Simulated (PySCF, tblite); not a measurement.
# C₈H₁₆Si: geometry, infrared bands and NMR shifts

What infrared bands and NMR shifts should C₈H₁₆Si (`C=C[C@H]1C[Si@H](CCC)C1`) show?

The runs use tblite 0.8.0 and PySCF 2.14.0, with density-fitted response routines of our own; the level of theory stands in each step. All values are computed, except where a source is named. Atoms are numbered from 0 throughout.

## (1) The molecule as given

25 atoms, charge 0, multiplicity 1; geometry from: force field or distance geometry start.

Bonds of the start (Å): C0–C1 1.33, C1–C2 1.52, C2–C3 1.52, C3–Si4 1.85, Si4–C5 1.84, C5–C6 1.51, C6–C7 1.53, Si4–C8 1.86, C8–C2 1.51, C0–H9 1.09, C0–H10 1.11, C1–H11 1.07, C2–H12 1.12, C3–H13 1.09, C3–H14 1.12, Si4–H15 1.44, C5–H16 1.11, C5–H17 1.11, C6–H18 1.09, C6–H19 1.12, C7–H20 1.11, C7–H21 1.10, C7–H22 1.13, C8–H23 1.11, C8–H24 1.11.

## (2) Optimising the geometry with GFN2-xTB

What the job is given:

```
{"job": {"kind": "relax", "xc": "GFN2-xTB", "basis": "xTB"}, "charge": 0, "multiplicity": 1}
C     -4.206100     0.458900     0.596300
C     -3.273600     0.447900    -0.346100
C     -1.853100     0.237100     0.166300
C     -1.192400    -0.806100    -0.725800
Si     0.257500     0.313500    -0.976900
C      1.574700    -0.044700     0.249500
C      2.958900    -0.176400    -0.349600
C      3.894200    -0.464900     0.822500
C     -1.025300     1.432700    -0.232600
H     -3.987300     0.337300     1.652300
H     -5.241100     0.607800     0.228000
H     -3.497600     0.562500    -1.382000
H     -1.807300     0.034300     1.262000
H     -1.759600    -1.111400    -1.606300
H     -0.922900    -1.661300    -0.051000
H      0.657500     0.594900    -2.330700
H      1.617900     0.807000     0.966900
H      1.337400    -1.002000     0.750100
H      3.031700    -0.966000    -1.103800
H      3.270300     0.792400    -0.817900
H      4.274100     0.478900     1.267800
H      4.680000    -1.196000     0.570900
H      3.304200    -0.947100     1.653100
H     -0.607200     1.922600     0.676200
H     -1.496000     2.151100    -0.929900
```

Run with:

```
OMP_NUM_THREADS=1 python probes_run.py task.json out
```

One launch serves the whole session: the jobs run in the order shown.

**Question.** This job is followed by: GFN2-xTB harmonic vibrations, gas phase; GIAO PBE0/pcSseg-1 NMR shielding, non-relativistic, gas phase. What will the session give for the following? strongest single infrared mode (GFN2-xTB); zero-point energy (GFN2-xTB); 13C shifts against TMS (PBE0/pcSseg-1, means over atoms taken as alike); 1H shifts against TMS (PBE0/pcSseg-1, means over atoms taken as alike); 29Si shifts against TMS (PBE0/pcSseg-1); surface potential, 1st and 99th percentile.

As calculated:

```
                                                               quantity                                                           value
                              strongest single infrared mode (GFN2-xTB)                                           2200 cm⁻¹, 348 km/mol
                                           zero-point energy (GFN2-xTB)                                                  135.2 kcal/mol
13C shifts against TMS (PBE0/pcSseg-1, means over atoms taken as alike)                  156.0, 114.6, 40.2, 22.1, 21.2, 21.0, 20.8 ppm
 1H shifts against TMS (PBE0/pcSseg-1, means over atoms taken as alike)  6.33, 5.11, 5.02, 5.02, 2.91, 1.79, 1.27, 1.11, 1.10, 0.80 ppm
                                29Si shifts against TMS (PBE0/pcSseg-1)                                                        -9.1 ppm
                                  surface potential, 1st and 99th percentile                                              -0.78 V and 0.67 V
```

The optimisation took 182 steps and gained 1.072 eV; among the close pairs (by a distance rule), Si4–C5 changed most, from 1.835 to 1.898 Å. No mode is imaginary among the 69: a minimum at this level. The strongest single mode, at 2200 cm⁻¹, moves mainly H15. GFN2-xTB is a fitted tight-binding method: band positions and strengths are rough. Its intensities can rank the bands wrongly. The most deshielded carbon is C1 (alkene CH), at 156.0 ppm: an sp2 carbon of a C=C bond. The most deshielded hydrogen is H11 (hydrogen on an alkene CH), at 6.33 ppm: a vinylic proton, deshielded by the sp2 carbon and the C=C anisotropy. At PBE0/pcSseg-1: The largest span, 244 ppm, is at C1, where the paramagnetic term is -226 ppm.
